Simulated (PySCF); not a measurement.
**[RuNBr4]-: geometry, NMR shifts and electronic excitations**

What NMR shifts and electronic excitations should [RuNBr4]- (`[N]#[Ru-]([Br])([Br])([Br])[Br]`) show?

Programs: PySCF 2.14.0, with density-fitted response routines of our own. Each step states its level of theory. These are calculated values for one molecule in the gas phase, unless marked as measured. Atoms are numbered from 0 throughout.

### Step 1. Starting geometry

6 atoms, charge -1, multiplicity 1; geometry from: GFN2-xTB. The atoms were then displaced at random by about 0.03 Å, so the start is not that level's minimum.

Bonds of the start (Å): Ru0–N1 1.63, Ru0–Br2 2.34, Ru0–Br3 2.54, Ru0–Br4 2.53, Ru0–Br5 2.36.

### Step 2. Relaxing the molecule at PBE0-D3(BJ)/def2-SVP

The job: settings as JSON, then the geometry in Å.

```
{"job": {"xc": "PBE0", "basis": "def2-SVP", "d3": "d3bj", "grid": 1, "maxiter": 40, "shake": 0.03, "kind": "geom"}, "charge": -1, "multiplicity": 1}
Ru     0.060550    -0.076350     0.134900
N     -0.012050    -0.021150     1.762020
Br     2.313970     0.006090    -0.501960
Br     0.085740     2.385910    -0.475870
Br    -2.384840    -0.034090    -0.501720
Br    -0.000240    -2.356430    -0.486650
```

Command:

```
OMP_NUM_THREADS=1 python probes_run.py task.json out
```

This one command runs all jobs of the session in turn.

The program printed:

```text
step   0  E = -10443.95271590  max force = 0.080060
step   1  E = -10443.96566696  max force = 0.021295
step   2  E = -10443.96597901  max force = 0.006101
step   3  E = -10443.96601345  max force = 0.000291
step   4  E = -10443.96601817  max force = 0.000255
optimisation converged
```

Wall time 7.1 min (1 thread of Intel Xeon at 2.50GHz, shared host); peak memory 1.1 GiB.

Along the way:

```csv
step,energy from step 0 (eV),largest force component (eV/Å)
0,0.0000,4.1169
1,-0.3524,1.0950
2,-0.3609,0.3137
3,-0.3618,0.0150
4,-0.3620,0.0131
```

Distances of close pairs at the start and the end, largest changes first:

```csv
bond,before (Å),after (Å),change (Å)
Ru0–Br2,2.343,2.481,+0.138
Ru0–Br5,2.364,2.479,+0.115
Ru0–N1,1.630,1.564,-0.066
Ru0–Br3,2.537,2.480,-0.057
Ru0–Br4,2.527,2.481,-0.046
```

The end geometry stands in the next job.

```csv
at the end point,value
point group (found at 0.08 Å tolerance),C4v
"rotational constants (GHz, main isotopes)","0.509, 0.507, 0.278"
```

### Step 3. Nuclear shieldings: PBE0/def2-TZVP+pcSseg-1

The job: settings as JSON, then the geometry in Å.

```
{"job": {"kind": "nmr", "xc": "PBE0", "basis": {"default": "pcSseg-1", "Ru": "def2-TZVP"}}, "charge": -1, "multiplicity": 1}
Ru     0.010014    -0.016716     0.143121
N      0.005418    -0.023251     1.707190
Br     2.415280    -0.019473    -0.464854
Br     0.016441     2.384406    -0.475554
Br    -2.391125    -0.010116    -0.480670
Br     0.007102    -2.410870    -0.498514
```

Level: GIAO PBE0/pcSseg-1 Ru:def2-TZVP NMR shielding, scalar relativity only through core potentials, gas phase.

The program printed:

```text
coarse grid: 42536 points
cycle   1  E = -10443.4429990819  dE = -1.207e+01  |g| = 2.305e+00  |ddm| = 5.170e+00
cycle   2  E = -10436.0407948462  dE =  7.402e+00  |g| = 4.902e+00  |ddm| = 2.058e+01
cycle   3  E = -10442.7688110713  dE = -6.728e+00  |g| = 2.700e+00  |ddm| = 2.060e+01
cycle   4  E = -10443.6382595715  dE = -8.694e-01  |g| = 1.637e+00  |ddm| = 8.657e-01
cycle   5  E = -10443.5739939992  dE =  6.427e-02  |g| = 1.679e+00  |ddm| = 1.282e+00
cycle   6  E = -10444.0522100475  dE = -4.782e-01  |g| = 8.285e-01  |ddm| = 8.104e-01
cycle   7  E = -10444.1247287191  dE = -7.252e-02  |g| = 4.994e-01  |ddm| = 1.711e-01
cycle   8  E = -10444.1547109795  dE = -2.998e-02  |g| = 3.105e-01  |ddm| = 1.735e-01
cycle   9  E = -10444.1706248031  dE = -1.591e-02  |g| = 6.930e-02  |ddm| = 1.063e-01
cycle  10  E = -10444.1714738116  dE = -8.490e-04  |g| = 4.319e-03  |ddm| = 3.978e-02
cycle  11  E = -10444.1714773766  dE = -3.565e-06  |g| = 1.843e-03  |ddm| = 5.039e-03
final grid: 77512 points
cycle  12  E = -10444.1713092498  dE =  7.317e-06  |g| = 6.676e-03  |ddm| = 4.105e-03
cycle  13  E = -10444.1711593359  dE =  1.499e-04  |g| = 2.989e-02  |ddm| = 1.596e-02
cycle  14  E = -10444.1713167281  dE = -1.574e-04  |g| = 1.641e-03  |ddm| = 1.291e-02
cycle  15  E = -10444.1713173150  dE = -5.869e-07  |g| = 3.355e-04  |ddm| = 1.576e-03
cycle  16  E = -10444.1713173427  dE = -2.772e-08  |g| = 1.832e-05  |ddm| = 3.142e-04
cycle  17  E = -10444.1713173428  dE = -1.164e-10  |g| = 9.377e-06  |ddm| = 3.123e-05
converged SCF energy = -10444.1713173428

GIAO shielding tensors (ppm)
atom      isotropic    diamagn.    paramagn.     s11        s22        s33       span
  0 Ru         nan         nan         nan        nan        nan        nan        nan
  1 N     -614.896     332.657    -947.554  -1004.029   -995.698    155.038   1159.068
  2 Br    2570.935    3121.978    -551.043   2088.067   2528.478   3096.260   1008.194
  3 Br    2570.760    3122.001    -551.242   2083.819   2525.897   3102.563   1018.744
  4 Br    2569.986    3121.997    -552.011   2086.432   2528.180   3095.345   1008.914
  5 Br    2569.101    3121.970    -552.869   2081.060   2524.290   3101.953   1020.893
```

Wall time 3.2 min (1 thread of Intel Xeon at 2.50GHz, shared host); peak memory 1.5 GiB.

The references, computed at this level on geometries of the same kind, shield at (ppm): ¹⁵N NH3 265.7, ⁷⁹Br HBr 2584. Their shielding less the atom's gives the shift. The references are single molecules in the gas phase, so shifts against H2O, NH3, PH3, H3PO4 or CFCl3 are not on the usual liquid scales and can be off by tens of ppm. Atoms listed in one row are averaged.

```csv
atoms,environment,σ (ppm),δ (ppm)
N1,nitrogen bonded to Ru,-614.9,880.6
"Br2, Br3, Br4, Br5",bromine bonded to Ru,2570,14
```

Atoms past Kr carry core potentials, so their printed shieldings have no meaning and are left out of the table.

The run also stored atomic charges by several schemes (e):

```csv
atoms,Mulliken,ESP fit
Ru0,0.53,0.42
N1,-0.32,-0.14
"Br2, Br3, Br4, Br5",-0.30,-0.32
```

Mayer bond orders: Ru0–N1 2.39, Ru0–Br2 0.83, Ru0–Br3 0.83, Ru0–Br4 0.83, Ru0–Br5 0.83.

With diffuse functions Mulliken charges and Mayer bond orders lose their meaning; the other schemes are steadier.

The fields below are evaluated on a grid from the run's orbitals.

Frontier orbitals at PBE0/def2-TZVP+pcSseg-1, with the share of their density that lies nearest to each atom:

```csv
orbital,energy (eV),lies on
HOMO,-3.11,4 Br atoms about 25 % each
LUMO,0.76,Ru0 44 %; 4 Br atoms about 14 % each
```

ELF in a plane through or near 4 of the atoms.

Values, 10 rows by 14 columns:
```
0.00 0.00 0.00 0.00 0.00 0.00 0.00 0.00 0.00 0.00 0.00 0.00 0.00 0.00
0.00 0.00 0.00 0.00 0.01 0.31 0.41 0.42 0.38 0.12 0.00 0.00 0.00 0.00
0.00 0.00 0.00 0.00 0.19 0.84 0.49 0.26 0.87 0.62 0.01 0.00 0.00 0.00
0.00 0.00 0.20 0.36 0.05 0.57 0.37 0.29 0.75 0.10 0.15 0.40 0.08 0.00
0.00 0.20 0.72 0.73 0.60 0.31 0.24 0.26 0.20 0.70 0.50 0.83 0.50 0.06
0.00 0.22 0.72 0.31 0.46 0.55 0.42 0.64 0.25 0.52 0.57 0.51 0.53 0.08
0.00 0.09 0.57 0.82 0.63 0.12 0.56 0.67 0.27 0.20 0.78 0.77 0.37 0.01
0.00 0.00 0.01 0.02 0.03 0.81 0.33 0.60 0.80 0.42 0.01 0.03 0.00 0.00
0.00 0.00 0.00 0.00 0.13 0.70 0.79 0.75 0.78 0.50 0.01 0.00 0.00 0.00
0.00 0.00 0.00 0.00 0.00 0.05 0.14 0.15 0.10 0.01 0.00 0.00 0.00 0.00
```
The map spans 10.0 Å across and 10.0 Å up, centred on the molecule. Atoms in the plane (x, y in Å): Br2 (-2.4, 0.0), Br3 (0.0, 2.4), Br4 (2.4, 0.0), Br5 (0.0, -2.4).

log10 of the density (e/Å³) in the same plane.

Ten even steps from '0' (-4.0) to '9' (2.0):
```
0000000000011111100000000000
0000000001233333321000000000
0000000112344444432110000000
0000000224455665543220000000
0000001234566776654321000000
0001222334568998654332221000
0012333444567777654444332100
0223455555556666555555543220
1234566666556666556676654321
1334567986666776666897654331
1334567986666776666897654331
1234566766556666556666654321
0223455555556666555555543220
0012334444567777654443332100
0001222334568998654332221000
0000001234566776654321000000
0000000223455665544320000000
0000000112344444432110000000
0000000001233333321000000000
0000000000011111100000000000
```
The map spans 10.0 Å across and 10.0 Å up, centred on the molecule. Atoms in the plane (x, y in Å): Br2 (-2.4, 0.0), Br3 (0.0, 2.4), Br4 (2.4, 0.0), Br5 (0.0, -2.4).

On the surface of density 0.002 e/bohr³ the electrostatic potential runs, from the 1st to the 99th percentile, from -4.69 V near Br5 to -3.12 V near Ru0.

### Step 4. Ultraviolet spectrum: B3LYP/def2-SVPD

The job: settings as JSON, then the geometry in Å.

```
{"job": {"kind": "uv", "xc": "B3LYP", "basis": "def2-SVPD", "ip": false, "nstates": 10}, "charge": -1, "multiplicity": 1}
Ru     0.010014    -0.016716     0.143121
N      0.005418    -0.023251     1.707190
Br     2.415280    -0.019473    -0.464854
Br     0.016441     2.384406    -0.475554
Br    -2.391125    -0.010116    -0.480670
Br     0.007102    -2.410870    -0.498514
```

Level: TDDFT B3LYP/def2-SVPD, vertical, gas phase, core orbitals frozen in the response.

The program printed:

```text
coarse grid: 42536 points
cycle   1  E = -10444.8461959484  dE = -1.307e+01  |g| = 1.495e+00  |ddm| = 4.530e+00
cycle   2  E = -10437.6816177748  dE =  7.165e+00  |g| = 4.597e+00  |ddm| = 1.579e+02
cycle   3  E = -10445.0612489467  dE = -7.380e+00  |g| = 1.290e+00  |ddm| = 1.579e+02
cycle   4  E = -10445.1510557119  dE = -8.981e-02  |g| = 9.287e-01  |ddm| = 9.636e-01
cycle   5  E = -10445.2943839380  dE = -1.433e-01  |g| = 6.148e-01  |ddm| = 1.107e+00
cycle   6  E = -10445.3574618145  dE = -6.308e-02  |g| = 3.298e-01  |ddm| = 5.885e-01
cycle   7  E = -10445.3725732835  dE = -1.511e-02  |g| = 1.423e-01  |ddm| = 1.535e-01
cycle   8  E = -10445.3762686364  dE = -3.695e-03  |g| = 4.726e-02  |ddm| = 8.421e-02
cycle   9  E = -10445.3766421404  dE = -3.735e-04  |g| = 1.635e-02  |ddm| = 2.381e-02
cycle  10  E = -10445.3766930786  dE = -5.094e-05  |g| = 2.240e-03  |ddm| = 1.045e-02
cycle  11  E = -10445.3766940604  dE = -9.818e-07  |g| = 1.531e-04  |ddm| = 2.094e-03
final grid: 77512 points
cycle  12  E = -10445.3765147966  dE = -7.146e-08  |g| = 1.545e-04  |ddm| = 1.844e-03
cycle  13  E = -10445.3765147749  dE =  2.163e-08  |g| = 3.223e-04  |ddm| = 5.683e-04
cycle  14  E = -10445.3765148012  dE = -2.624e-08  |g| = 8.615e-05  |ddm| = 4.248e-04
cycle  15  E = -10445.3765148025  dE = -1.282e-09  |g| = 5.516e-05  |ddm| = 1.004e-04
cycle  16  E = -10445.3765148029  dE = -4.857e-10  |g| = 1.730e-05  |ddm| = 4.479e-05
converged SCF energy = -10445.3765148029

Static polarisability (au): isotropic 154.492, principal 111.504 175.755 176.216

Singlet excitations
state   eV       nm        f      main configurations
  1   2.3929    518.1   0.00000   H-1->L 0.97
  2   2.4246    511.4   0.00000   H->L 0.99
  3   2.4710    501.8   0.00014   H->L+1 0.93
  4   2.4814    499.7   0.00013   H->L+2 0.94
  5   2.5393    488.3   0.00053   H-1->L+1 0.91
  6   2.5473    486.7   0.00048   H-1->L+2 0.92
  7   3.0748    403.2   0.00000   H-3->L+1 0.58, H-2->L+2 0.41
  8   3.1054    399.3   0.00001   H-2->L+2 0.58, H-3->L+1 0.41
  9   3.1367    395.3   0.00787   H-2->L 0.95
 10   3.1410    394.7   0.00781   H-3->L 0.95

Triplet excitations (Tamm-Dancoff, eV): 2.0682 2.1274 2.1366 2.1891
```

Run time: 3 min. Hardware: 1 thread of Intel Xeon at 2.50GHz, shared host; peak memory 1 GiB.

Frontier orbitals and where they lie:

```csv
orbital,eV,atoms
HOMO−3,-3.72,"Br4 36 %, Br2 35 %, Br3 12 %"
HOMO−2,-3.72,"Br5 35 %, Br3 35 %, Br4 13 %"
HOMO−1,-3.57,"Ru0 41 %, Br3 15 %, Br2 15 %"
HOMO,-3.05,"Br4 25 %, Br2 25 %, Br5 25 %"
LUMO,0.34,"Ru0 44 %, Br3 14 %, Br2 14 %"
LUMO+1,0.37,"Ru0 44 %, N1 42 %, Br4 7 %"
LUMO+2,0.38,"Ru0 44 %, N1 42 %, Br5 8 %"
```

With each of the 10 states as a Gaussian band of 0.4 eV half-width at 1/e, the curve within the window shown has maxima at 395 nm (ε 640) L/(mol cm). Beyond the last state computed it falls off for lack of states. The curve at chosen wavelengths:

```tsv
nm	ε (L/mol/cm)
360	359
373	517
386	619
400	635
413	576
426	477
439	370
453	269
466	197
479	145
492	109
506	82
519	64
532	51
545	40
559	31
572	25
585	19
598	15
612	11
625	8
638	6
651	5
665	3
678	2
691	2
```

Leading natural transition orbitals of singlet state 9: the hole lies on Br3, Br5 about 33 % each; Br2, Br4 about 15 % each; the particle on Ru0 43 %; 4 Br atoms about 14 % each.

Leading natural transition orbitals of singlet state 1: the hole lies on Ru0 56 %; 4 Br atoms about 11 % each; the particle on Ru0 44 %; 4 Br atoms about 14 % each.

Ground-state properties from the same run:

```csv
property,computed
polarisability (Å³),22.89
HOMO–LUMO gap (eV),3.39
−ε(HOMO) (eV),3.05
```

### Step 5. Nuclear shieldings: wB97X-D/def2-TZVP+pcSseg-1

The job: settings as JSON, then the geometry in Å.

```
{"job": {"kind": "nmr", "xc": "wB97X-D", "basis": {"default": "pcSseg-1", "Ru": "def2-TZVP"}, "pop": false}, "charge": -1, "multiplicity": 1}
Ru     0.010014    -0.016716     0.143121
N      0.005418    -0.023251     1.707190
Br     2.415280    -0.019473    -0.464854
Br     0.016441     2.384406    -0.475554
Br    -2.391125    -0.010116    -0.480670
Br     0.007102    -2.410870    -0.498514
```

With the program's defaults for keys left out, this is: GIAO wB97X-D/pcSseg-1 Ru:def2-TZVP NMR shielding, scalar relativity only through core potentials, gas phase.

The program printed:

```text
coarse grid: 42536 points
cycle   1  E = -10445.0991299520  dE = -1.258e+01  |g| = 2.147e+00  |ddm| = 4.964e+00
cycle   2  E = -10442.4719309590  dE =  2.627e+00  |g| = 3.921e+00  |ddm| = 2.868e+00
cycle   3  E = -10445.5176554630  dE = -3.046e+00  |g| = 1.004e+00  |ddm| = 2.458e+00
cycle   4  E = -10445.6799231583  dE = -1.623e-01  |g| = 2.354e-01  |ddm| = 4.616e-01
cycle   5  E = -10445.6853976040  dE = -5.474e-03  |g| = 1.710e-01  |ddm| = 3.242e-01
cycle   6  E = -10445.6919918681  dE = -6.594e-03  |g| = 2.470e-02  |ddm| = 1.376e-01
cycle   7  E = -10445.6920772906  dE = -8.542e-05  |g| = 1.291e-02  |ddm| = 1.516e-02
cycle   8  E = -10445.6921046931  dE = -2.740e-05  |g| = 3.530e-03  |ddm| = 8.429e-03
cycle   9  E = -10445.6921069293  dE = -2.236e-06  |g| = 6.869e-04  |ddm| = 2.580e-03
final grid: 77512 points
cycle  10  E = -10445.6855939984  dE = -1.749e-05  |g| = 1.728e-03  |ddm| = 9.807e-03
cycle  11  E = -10445.6855930113  dE =  9.872e-07  |g| = 3.211e-03  |ddm| = 2.298e-03
cycle  12  E = -10445.6855944770  dE = -1.466e-06  |g| = 1.102e-03  |ddm| = 1.746e-03
cycle  13  E = -10445.6855946844  dE = -2.074e-07  |g| = 2.774e-04  |ddm| = 6.081e-04
cycle  14  E = -10445.6855947039  dE = -1.954e-08  |g| = 1.154e-04  |ddm| = 3.667e-04
cycle  15  E = -10445.6855947081  dE = -4.115e-09  |g| = 4.534e-05  |ddm| = 1.294e-04
cycle  16  E = -10445.6855947089  dE = -8.840e-10  |g| = 4.855e-06  |ddm| = 7.898e-05
converged SCF energy = -10445.6855947089

GIAO shielding tensors (ppm)
atom      isotropic    diamagn.    paramagn.     s11        s22        s33       span
  0 Ru         nan         nan         nan        nan        nan        nan        nan
  1 N     -651.645     333.281    -984.926  -1066.481  -1058.186    169.731   1236.211
  2 Br    2680.428    3122.380    -441.951   2232.040   2614.367   3194.877    962.837
  3 Br    2679.788    3122.404    -442.616   2226.576   2611.584   3201.205    974.629
  4 Br    2679.483    3122.399    -442.916   2230.414   2614.132   3193.904    963.489
  5 Br    2678.031    3122.373    -444.341   2223.612   2610.129   3200.354    976.742
```

It took 3.2 min on 1 thread of Intel Xeon at 2.50GHz, shared host; peak memory 1.4 GiB.

Key values: δ N1 915.6, Br2 -103 ppm (means over like atoms).

### Step 6. Comparing the runs: NMR shifts

Shifts (ppm), means over like atoms, with basis size and wall time:

```csv
run,N1,Br2,functions,time
PBE0/def2-TZVP+pcSseg-1,880.6,14,221,3.2 min
wB97X-D/def2-TZVP+pcSseg-1,915.6,-103,221,3.2 min
```

### Step 7. Summary of results

| quantity | value |
| --- | --- |
| point group | C4v |
| rotational constants (main isotopes) | 0.51, 0.51, 0.28 GHz |
| ¹⁵N shifts against NH3 (PBE0/def2-TZVP+pcSseg-1) | 880.6 ppm |
| ⁷⁹Br shifts against HBr (PBE0/def2-TZVP+pcSseg-1, means over atoms taken as alike) | 14 ppm |
| lowest singlet (B3LYP/def2-SVPD) | 2.39 eV (518 nm), f = 0.000 |
| brightest single state of those computed | state 9, 3.14 eV, f = 0.008 |
| lowest triplet | 2.07 eV |
| range of the shift of Br2 | -103 to 14 ppm |

**Reading.** The start was shaken at random, so part of the energy gained undoes that. The optimisation took 4 steps and gained 0.362 eV; among the close pairs (by a distance rule), Ru0–Br2 changed most, from 2.343 to 2.481 Å. At PBE0/def2-TZVP+pcSseg-1: The widest tensor belongs to N1: span 1159 ppm, with a paramagnetic part of -948 ppm. The lowest singlet, at 2.39 eV, is HOMO−1→LUMO 0.97 and is dark; of the 10 states computed, the strongest absorption comes from states 9 to 10 together at 3.14 eV (the last computed, so partners may be missing). The lowest triplet lies 0.32 eV below the lowest singlet (triplets in Tamm-Dancoff, singlets in full TDDFT). Across the 2 runs the shift of Br2 (with its like atoms) moves most, between -103 (wB97X-D/def2-TZVP+pcSseg-1) and 14 ppm (PBE0/def2-TZVP+pcSseg-1). Spin-orbit coupling is left out, which matters for shieldings and couplings at and beside the heavy atoms.
